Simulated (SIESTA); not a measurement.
The system is MgMnCoO4.

```
Co Mn Mg O
1.0
     5.25377    0.00000    0.00000
     0.00000    2.96979    0.00000
    -1.91952    0.00000    5.28213
Co Mn Mg O
1 1 1 4
Direct
  0.49096 0.99889 0.48889
  0.02090 0.49752 0.53621
  0.85971 0.50029 0.05684
  0.79793 0.99568 0.28851
  0.22469 0.49991 0.30314
  0.75769 0.50697 0.69724
  0.23215 0.00483 0.72135
```

The cell comes from a database or a generator and needn't be the stable form of this composition.

The cell isn't the ideal one: atoms moved at random, drawn with an rms of 0.05 Å.

Base run:

| Quantity | Value |
| --- | --- |
| Program | SIESTA 5.4.2 |
| Functional | PBE |
| Potentials or basis | PseudoDojo 0.4 standard (PBE files) |
| Basis | DZP (energy shift 0.003 Ry; two zetas on semicore shells) |
| Grid cutoff | 800 Ry |
| Energy shift | 0.003 Ry |
| k mesh | 6 × 9 × 5 |
| Occupations | fermi-dirac, width 0.05 eV |
| Spin | collinear spin, ferromagnetic start |
| Starting moments | [2.0, 4.0, 0.0, 0.0, 0.0, 0.0, 0.0] μB |

Its results: band gap on the k mesh none (metal or under the smearing width); pressure -3.0 GPa; net moment 6.00 μB per cell; site moments Co +2.68; Mn +2.84; Mg +0.01; O +0.04, +0.19, +0.17, +0.07 μB; largest force 1.304 eV/Å.

**Question.** The run is repeated on the same cell with these changes: functional from PBE to PBEsol; potentials or basis from PseudoDojo 0.4 standard (PBE files) to PseudoDojo 0.4 standard (PBEsol files). What comes out?

**Answer.** Band gap on the k mesh none (metal or under the smearing width); pressure -8.8 GPa; net moment 5.98 μB per cell; site moments Co +2.66; Mn +2.79; Mg +0.02; O +0.05, +0.20, +0.17, +0.08 μB; largest force 1.306 eV/Å.

Caveats: short orbitals over semicore shells can move pressures by several GPa; the basis of atomic orbitals isn't converged, which shifts pressures, moduli and gaps; semilocal functionals often make such compounds metallic where correlation or magnetic order opens a gap, which also shifts bond lengths; only a ferromagnetic start was run, and an antiferromagnetic order may lie lower in energy.
